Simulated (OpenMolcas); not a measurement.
# AlPNH4OF (SMILES [NH2][Al]([F])[PH]O): a chain of runs

Aim: a single-point energy (HF/ANO-R0), then a single-point energy (CASSCF(2,2)/ANO-R1), then an energy scan (CASPT2(2,2)/ANO-R1), then the energy along one coordinate (SC-NEVPT2(2,2)/ANO-R1), then an energy scan (MC-PDFT[tPBE](2,2)/ANO-R1) of AlPNH4OF. 

The results are computed with OpenMolcas 26.06.

## 1. The structure to begin with

AlPNH4OF: 9 atoms, total charge 0, spin state singlet. As SMILES, `[NH2][Al]([F])[PH]O`. The shape is that of a PBE0-D4/def2-TZVP optimisation. This is one conformer, not always the lowest.

Bond lengths: N1–Al2 1.755 Å, Al2–F3 1.652 Å, Al2–P4 2.334 Å, P4–O5 1.677 Å, N1–H6 1.007 Å, N1–H7 1.006 Å, P4–H8 1.430 Å, O5–H9 0.960 Å. Angles: N1–Al2–F3 119.8°, N1–Al2–P4 121.0°, F3–Al2–P4 119.0°, Al2–P4–O5 96.2°, Al2–N1–H6 122.5°, Al2–N1–H7 126.3°, Al2–P4–H8 92.8°, O5–P4–H8 100.3°, P4–O5–H9 109.0°, H6–N1–H7 111.1°.

## 2. A single-point energy at HF/ANO-R0 (sfX2C) (run 1)

File geom.xyz:

```xyz
9

N      1.489200     1.004600    -0.185800
Al     0.882400    -0.572900     0.285200
F      1.905300    -1.677400     0.966000
P     -1.322700    -1.196100    -0.158400
O     -1.889900     0.351100    -0.471500
H      0.893900     1.722700    -0.565900
H      2.431700     1.338900    -0.072400
H     -1.643200    -1.310200     1.230300
H     -2.658100     0.293000    -1.044600
```

File step1.input:

```
&GATEWAY
  COORD
  geom.xyz
  BASIS
  ANO-R0
  GROUP
  NoSym

&SEWARD

&SCF
  PRORBITALS
  0

&LOCALISATION
  OCCUPIED
  FREEZE
  PIPEK-MEZEY

&LOCALISATION
  FILEORB
  $Project.LocOrb
  VIRTUAL
  PIPEK-MEZEY
```

Started as:

```
$ export MOLCAS_MEM=1860
$ pymolcas step1.input > step1.log
```

The program printed:

```text
--- Start Module: gateway ---
[...]
--- Stop Module: gateway /rc=_RC_ALL_IS_WELL_ ---
[...]
      Basis functions           37
[...]
       Convergence after  13 Iterations
[...]
::    Total SCF energy                               -814.4750497827
[...]
      Total spin, S                                     0.0000000000
[...]
      Total electronic charge=   56.000000
      Total            charge=   -0.000000
[...]
      Dipole Moment (debye):
      Origin of the operator (angstrom)=    0.0782   -0.5643    0.0950
                   X=  4.5951E-01               Y=  2.0441E+00               Z= -1.3560E+00           Total=  2.4956E+00
      Quadrupole Moment (debye*angstrom):
[...]
--- Start Module: localisation ---
[...]
--- Stop Module: localisation /rc=_RC_ALL_IS_WELL_ ---
--- Start Module: localisation ---
[...]
--- Stop Module: localisation /rc=_RC_ALL_IS_WELL_ ---
[...]
```

Wall time 6.3 s (1 thread of AMD EPYC 7R43 (Zen 3), shared host); peak memory 0.38 GiB.

## 3. The energy at CASSCF(2,2)/ANO-R1 (sfX2C, RICD fitting) (run 2)

geom.xyz is that of step 2.

File step2.input:

```
&GATEWAY
  Coord = geom.xyz
  Basis = ANO-R0
  Group = NoSym

&SEWARD

&RASSCF
  FileOrb = $CurrDir/step1.LocOrb
  Alter = 2
  1 20 28
  1 29 31
  Spin = 1
  Nactel = 2 0 0
  Inactive = 27
  Ras2 = 2
  OrbListing = Nothing
>>> COPY $Project.RunFile RUNFIL1
>>> COPY $Project.RasOrb INPORB

&GATEWAY
  Coord = geom.xyz
  Basis = ANO-R1
  Group = NoSym
  RICD

&SEWARD
>>> COPY $Project.RunFile RUNFIL2

&EXPBAS

&RASSCF
  FileOrb = $Project.ExpOrb
  Spin = 1
  Nactel = 2 0 0
  Inactive = 27
  Ras2 = 2
  OrbListing = Nothing
  OrbAppear = Compact
```

Started as:

```
$ export MOLCAS_MEM=1860
$ pymolcas step2.input > step2.log
```

The program printed:

```text
--- Start Module: gateway ---
[...]
--- Stop Module: gateway /rc=_RC_ALL_IS_WELL_ ---
[...]
      Basis functions           37
[...]
      Number of active orbitals                  2
[...]
      Spin quantum number                      0.0
[...]
      Active orbitals                            2
[...]
      Number of CSFs                             3
[...]
      Number of root(s) required                 1
[...]
      Convergence after 13 iterations
[...]
      printout of CI-coefficients larger than  0.05 for root  1
      energy=    -814.491891
      conf/sym  11     Coeff  Weight
             1  20   0.99346 0.98696
             3  02  -0.11420 0.01304
      Natural orbitals and occupation numbers for root  1
      sym 1:   1.973917   0.026083
      ************************************************************************************************************************
      *                                                    Final results                                                     *
[...]
::    RASSCF root number  1 Total energy:   -814.49189092
[...]
      Basis functions           98
[...]
--- Start Module: expbas ---
[...]
--- Stop Module: expbas /rc=_RC_ALL_IS_WELL_ ---
--- Start Module: rasscf ---
[...]
      Convergence after 17 iterations
[...]
      Natural orbitals and occupation numbers for root  1
      sym 1:   1.981320   0.018680
      ************************************************************************************************************************
      *                                                    Final results                                                     *
[...]
::    RASSCF root number  1 Total energy:   -815.36983980
[...]
      Total electronic charge=   56.000000
      Total            charge=   -0.000000
[...]
      Dipole Moment (debye):
      Origin of the operator (angstrom)=    0.0782   -0.5643    0.0950
                   X= -1.1920E+00               Y=  1.6066E+00               Z= -9.0683E-01           Total=  2.1964E+00
      Quadrupole Moment (debye*angstrom):
[...]
--- Stop Module: rasscf /rc=_RC_ALL_IS_WELL_ ---
[...]
```

Run time: 22 s. Hardware: 1 thread of AMD EPYC 7R43 (Zen 3), shared host; peak memory 0.37 GiB.

## 4. An energy scan at CASPT2(2,2)/ANO-R1 (sfX2C, RICD fitting, ipea shift 0.25 Eh, pt2 variant SS) (run 3)

File step3.input:

```
>>> COPY $CurrDir/step2.RasOrb $Project.RasOrb
>>> ForEach K in (1, 2, 3, 4, 5, 6, 7, 8, 9)

&gateway
 coord=$CurrDir/point$K.xyz
 basis=ANO-R1
 group=NoSym
 ricd

&seward

&rasscf
 fileorb=$Project.RasOrb
 spin=1
 nactel=2 0 0
 inactive=27
 ras2=2
 orblisting=Nothing
 orbappear=Compact

&caspt2
 imaginary=0.2
 frozen=13
>>> EndDo
```

Started as:

```
$ export MOLCAS_MEM=1860
$ pymolcas step3.input > step3.log
```

The program printed:

```text
[...]
      Basis functions           98
[...]
      Number of active orbitals                  2
[...]
      Spin quantum number                      0.0
[...]
      Active orbitals                            2
[...]
      Number of CSFs                             3
[...]
      Number of root(s) required                 1
[...]
      Convergence after 11 iterations
[...]
      Natural orbitals and occupation numbers for root  1
      sym 1:   1.987399   0.012601
      ************************************************************************************************************************
      *                                                    Final results                                                     *
[...]
::    RASSCF root number  1 Total energy:   -815.35681594
[...]
::    CASPT2 Root  1     Total energy:   -816.04744042
[...]
      Convergence after 13 iterations
[...]
      Natural orbitals and occupation numbers for root  1
      sym 1:   1.981334   0.018666
      ************************************************************************************************************************
      *                                                    Final results                                                     *
[...]
      Convergence after 15 iterations
[...]
      Natural orbitals and occupation numbers for root  1
      sym 1:   1.789682   0.210318
      ************************************************************************************************************************
      *                                                    Final results                                                     *
[...]
      Convergence after 18 iterations
[...]
      Natural orbitals and occupation numbers for root  1
      sym 1:   1.590789   0.409211
      ************************************************************************************************************************
      *                                                    Final results                                                     *
[...]
      Convergence after 19 iterations
[...]
      Natural orbitals and occupation numbers for root  1
      sym 1:   1.336518   0.663482
      ************************************************************************************************************************
      *                                                    Final results                                                     *
[...]
::    RASSCF root number  1 Total energy:   -815.22113097
[...]
::    CASPT2 Root  1     Total energy:   -815.89742894
[...]
      Convergence after 19 iterations
[...]
::    RASSCF root number  1 Total energy:   -815.21782885
[...]
::    CASPT2 Root  1     Total energy:   -815.89382826
[...]
```

It took 2.1 min on 1 thread of AMD EPYC 7R43 (Zen 3), shared host; peak memory 0.087 GiB.

The scan, from its lowest point:

| H9–O5 (Å) | energy (kJ/mol) |
| --- | --- |
| 0.864 | 34.6 |
| 0.960 | 0.0 |
| 1.056 | 18.0 |
| 1.200 | 89.0 |
| 1.392 | 201.9 |
| 1.632 | 316.3 |
| 1.920 | 393.1 |
| 2.304 | 428.5 |
| 2.881 | 437.9 |

## 5. An energy scan at SC-NEVPT2(2,2)/ANO-R1 (sfX2C, RICD fitting, pt2 variant SC-NEVPT2) (run 4)

File step4.input:

```
>>> COPY $CurrDir/step2.RasOrb $Project.RasOrb
>>> ForEach K in (1, 2, 3, 4, 5, 6, 7, 8, 9)
&GATEWAY
Coord = $CurrDir/point$K.xyz
Basis = ANO-R1
Group = NoSym
RICD
&SEWARD
&RASSCF
FileOrb = $Project.RasOrb
Spin = 1
Nactel = 2 0 0
Inactive = 27
Ras2 = 2
OrbListing = Nothing
OrbAppear = Compact
&CASPT2
SC-NEVPT2
Frozen = 13
>>> EndDo
```

Started as:

```
$ export MOLCAS_MEM=1860
$ pymolcas step4.input > step4.log
```

The program printed:

```text
[...]
      Basis functions           98
[...]
      Number of active orbitals                  2
[...]
      Spin quantum number                      0.0
[...]
      Active orbitals                            2
[...]
      Number of CSFs                             3
[...]
      Number of root(s) required                 1
[...]
      Convergence after 11 iterations
[...]
      printout of CI-coefficients larger than  0.05 for root  1
      energy=    -815.356816
      conf/sym  11     Coeff  Weight
             1  20   0.99684 0.99370
             3  02  -0.07938 0.00630
      Natural orbitals and occupation numbers for root  1
      sym 1:   1.987399   0.012601
      ************************************************************************************************************************
      *                                                    Final results                                                     *
[...]
::    RASSCF root number  1 Total energy:   -815.35681594
[...]
      E2 (Variational):          -0.6898319973
[...]
::    SC-NEVPT2 Root  1     Total energy:   -816.04657548
[...]
      Convergence after 13 iterations
[...]
      Natural orbitals and occupation numbers for root  1
      sym 1:   1.981334   0.018666
      ************************************************************************************************************************
      *                                                    Final results                                                     *
[...]
      Convergence after 15 iterations
[...]
      Natural orbitals and occupation numbers for root  1
      sym 1:   1.789682   0.210318
      ************************************************************************************************************************
      *                                                    Final results                                                     *
[...]
      Convergence after 18 iterations
[...]
      Natural orbitals and occupation numbers for root  1
      sym 1:   1.590789   0.409211
      ************************************************************************************************************************
      *                                                    Final results                                                     *
[...]
      Convergence after 19 iterations
[...]
::    RASSCF root number  1 Total energy:   -815.22113097
[...]
::    SC-NEVPT2 Root  1     Total energy:   -815.89256128
[...]
      Convergence after 19 iterations
[...]
::    RASSCF root number  1 Total energy:   -815.21782885
[...]
      E2 (Variational):          -0.6710084884
[...]
      Reference weight:           0.82529
[...]
::    SC-NEVPT2 Root  1     Total energy:   -815.88883734
[...]
```

Wall time 1.9 min (1 thread of AMD EPYC 7R43 (Zen 3), shared host); peak memory 0.087 GiB.

The scan, from its lowest point:

| H9–O5 (Å) | energy (kJ/mol) |
| --- | --- |
| 0.864 | 37.3 |
| 0.960 | 0.0 |
| 1.056 | 15.7 |
| 1.200 | 84.9 |
| 1.392 | 199.6 |
| 1.632 | 320.5 |
| 1.920 | 403.7 |
| 2.304 | 441.7 |
| 2.881 | 451.5 |

## 6. An energy scan at MC-PDFT[tPBE](2,2)/ANO-R1 (sfX2C, RICD fitting) (run 5)

File step5.inp:

```
* AlFH4NOP MC-PDFT
>>> COPY $CurrDir/step2.RasOrb $Project.RasOrb
>>> ForEach K in (1, 2, 3, 4, 5, 6, 7, 8, 9)
&GATEWAY
COORD
$CurrDir/point$K.xyz
BASIS
ANO-R1
GROUP
NoSym
RICD
&SEWARD
&RASSCF
FILEORB
$Project.RasOrb
SPIN
1
NACTEL
2 0 0
INACTIVE
27
RAS2
2
ORBLISTING
Nothing
ORBAPPEAR
Compact
&MCPDFT
KSDFT
T:PBE
>>> EndDo
```

Started as:

```
$ export MOLCAS_MEM=1860
$ pymolcas step5.inp > step5.log
```

The program printed:

```text
--- Start Module: gateway ---
[...]
      Basis functions           98
[...]
      Number of active orbitals                  2
[...]
      Spin quantum number                      0.0
[...]
      Active orbitals                            2
[...]
      Number of CSFs                             3
[...]
      Number of root(s) required                 1
[...]
      Convergence after 11 iterations
[...]
      printout of CI-coefficients larger than  0.05 for root  1
      energy=    -815.356816
      conf/sym  11     Coeff  Weight
             1  20   0.99684 0.99370
             3  02  -0.07938 0.00630
      Natural orbitals and occupation numbers for root  1
      sym 1:   1.987399   0.012601
      ************************************************************************************************************************
      *                                                    Final results                                                     *
[...]
::    RASSCF root number  1 Total energy:   -815.35681594
[...]
::    MCPDFT root number  1 Total energy:   -817.03515659
[...]
      Convergence after 13 iterations
[...]
      Natural orbitals and occupation numbers for root  1
      sym 1:   1.981334   0.018666
      ************************************************************************************************************************
      *                                                    Final results                                                     *
[...]
      Convergence after 15 iterations
[...]
      Natural orbitals and occupation numbers for root  1
      sym 1:   1.789682   0.210318
      ************************************************************************************************************************
      *                                                    Final results                                                     *
[...]
      Convergence after 18 iterations
[...]
      Natural orbitals and occupation numbers for root  1
      sym 1:   1.590789   0.409211
      ************************************************************************************************************************
      *                                                    Final results                                                     *
[...]
      Convergence after 19 iterations
[...]
::    RASSCF root number  1 Total energy:   -815.22113097
[...]
::    MCPDFT root number  1 Total energy:   -816.88047697
[...]
      Convergence after 19 iterations
[...]
::    RASSCF root number  1 Total energy:   -815.21782885
[...]
      Total electronic charge=   56.000000
      Total            charge=   -0.000000
[...]
::    MCPDFT root number  1 Total energy:   -816.87592037
[...]
```

It took 2 min on 1 thread of AMD EPYC 7R43 (Zen 3), shared host; peak memory 0.087 GiB.

The scan, from its lowest point:

| H9–O5 (Å) | energy (kJ/mol) |
| --- | --- |
| 0.864 | 37.2 |
| 0.960 | 0.0 |
| 1.056 | 14.4 |
| 1.200 | 79.8 |
| 1.392 | 188.6 |
| 1.632 | 307.5 |
| 1.920 | 397.3 |
| 2.304 | 443.3 |
| 2.881 | 455.3 |

## 7. What came out

```
                                                   quantity          value
                             run 1, HF/ANO-R0: total energy  -814.47505 Eh
                            run 1, HF/ANO-R0: dipole moment         2.50 D
                              run 1, HF/ANO-R0: HOMO energy       -8.89 eV
                              run 1, HF/ANO-R0: LUMO energy        3.12 eV
                            run 1, HF/ANO-R0: HOMO–LUMO gap       12.01 eV
                    run 2, CASSCF(2,2)/ANO-R1: total energy  -815.36984 Eh
  run 2, CASSCF(2,2)/ANO-R1: dipole moment (CASSCF density)         2.20 D
       run 3, CASPT2(2,2)/ANO-R1: lowest energy of the scan  -816.06062 Eh
    run 4, SC-NEVPT2(2,2)/ANO-R1: lowest energy of the scan  -816.06079 Eh
run 5, MC-PDFT[tPBE](2,2)/ANO-R1: lowest energy of the scan  -817.04932 Eh
```
